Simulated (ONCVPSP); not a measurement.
# Pseudopotential generation for nickel: ONCV, BLYP

Do these settings give a usable potential? It is generated, then checked for transferability, scattering, ghosts and hardness.

Program: ONCVPSP 4.0.1. Reference atom: BLYP, scalar-relativistic, spherical and spin-unpolarised. All values are calculated.

### Step 1. Starting point

Typed settings, in words:

```json
{
 "element": "nickel (Ni, Z = 28)",
 "type": "optimised norm-conserving Vanderbilt (ONCV)",
 "frozen core": "[Ne] 3s2",
 "valence charge": "16",
 "reference configuration": "3p6 3d8 4s2",
 "partial waves": "4s: rc 2.00 bohr, ncon 3, nbas 6, qcut 2.7 1/bohr, 1 projector; 3p: rc 1.05 bohr, ncon 4, nbas 8, qcut 15.6 1/bohr, 2 projectors, debl 1.7 Ha; 3d: rc 1.40 bohr, ncon 4, nbas 9, qcut 12.9 1/bohr, 2 projectors, debl 1.8 Ha",
 "local potential": "polynomial inside 0.95 bohr (lpopt 5, dvloc0 4 Ha)",
 "core correction": "polynomial model core, fcfact 0.6"
}
```

The outer shells as boxes (Hund's rule for the drawing; the calculation is spin-unpolarised):

```
[Ne] core
3s [↑↓]
3p [↑↓][↑↓][↑↓]
3d [↑↓][↑↓][↑↓][↑ ][↑ ]
4s [↑↓]
```

### Step 2. Generating the potential

Ni.dat

```
# ATOM AND REFERENCE CONFIGURATION
# atsym  z   nc   nv     iexc    psfile
  Ni 28.00    4    3  -106131      upf
#
#   n    l    f
    1    0    2.00
    2    0    2.00
    2    1    6.00
    3    0    2.00
    3    1    6.00
    3    2    8.00
    4    0    2.00
#
# PSEUDOPOTENTIAL AND OPTIMIZATION
# lmax
    2
#
#   l,   rc,      ep,       ncon, nbas, qcut
    0    2.00    0.00    3    6    2.70
    1    1.05    0.00    4    8   15.60
    2    1.40    0.00    4    9   12.90
#
# LOCAL POTENTIAL
# lloc, lpopt,  rc(5),   dvloc0
    4    5    0.95    4.00
#
# VANDERBILT-KLEINMAN-BYLANDER PROJECTORs
# l, nproj, debl
    0    1    0.50
    1    2    1.70
    2    2    1.80
#
# MODEL CORE CHARGE
# icmod, fcfact, rcfact
    1    0.60    0.00
#
# LOG DERIVATIVE ANALYSIS
# epsh1, epsh2, depsh
   -4.00    5.00    0.02
#
# OUTPUT GRID
# rlmax, drl
    6.00    0.01
#
# TEST CONFIGURATIONS
# ncnf
    4
# nvcnf
#   n    l    f
    3
    3    1    6.00
    3    2    8.00
    4    0    1.00
#
    3
    3    1    6.00
    3    2    8.00
    4    0    0.00
#
    3
    3    1    6.00
    3    2    7.00
    4    0    0.00
#
    4
    3    1    6.00
    3    2    7.00
    4    0    2.00
    4    1    1.00
#
```

Run with:

```console
$ oncvpsp.x < Ni.dat > Ni.out
```

Q: Predict the outcome of this session. Wanted: cutoffs for 1 and 0.1 mHa per electron, occupied waves; bound ghosts; GHOST(+) flags; largest test error; largest phase difference near zero energy, channels read; rms error of d²Exc/dn², without and with the model core; projector energies reset by the program.

**Answer**, as computed:

| quantity | value |
| --- | --- |
| cutoffs for 1 and 0.1 mHa per electron, occupied waves | 59 Ha and 66 Ha |
| bound ghosts | s at -67.72 eV |
| GHOST(+) flags | none at low energy |
| largest test error (AE − PS) | -27 meV, for 3p6 3d8 4s0 |
| largest phase difference near zero energy, channels read | 0.004 rad |
| rms error of d²Exc/dn², without and with the model core | 3.59 and 0.98 mHa |
| projector energies reset by the program | p: -2.616, 0.250 Ha |

**Reading.** It has a bound ghost (s), a state that the atom doesn't have, and that rules the file out. The worst unpolarised test, 3p6 3d8 4s0, is off by 27 meV on 26.9 eV; by total energies transferability rates as fair. By its cutoff, 59 Ha for the looser tolerance, it is hard. At the looser tolerance the 3d wave is the slowest; 3p needs 40 Ha. Near zero energy the phases of the channels with partial waves agree within 0.004 rad. The pseudo curves have a pole with no partner nearby in the atom's: s at -2.48 Ha.
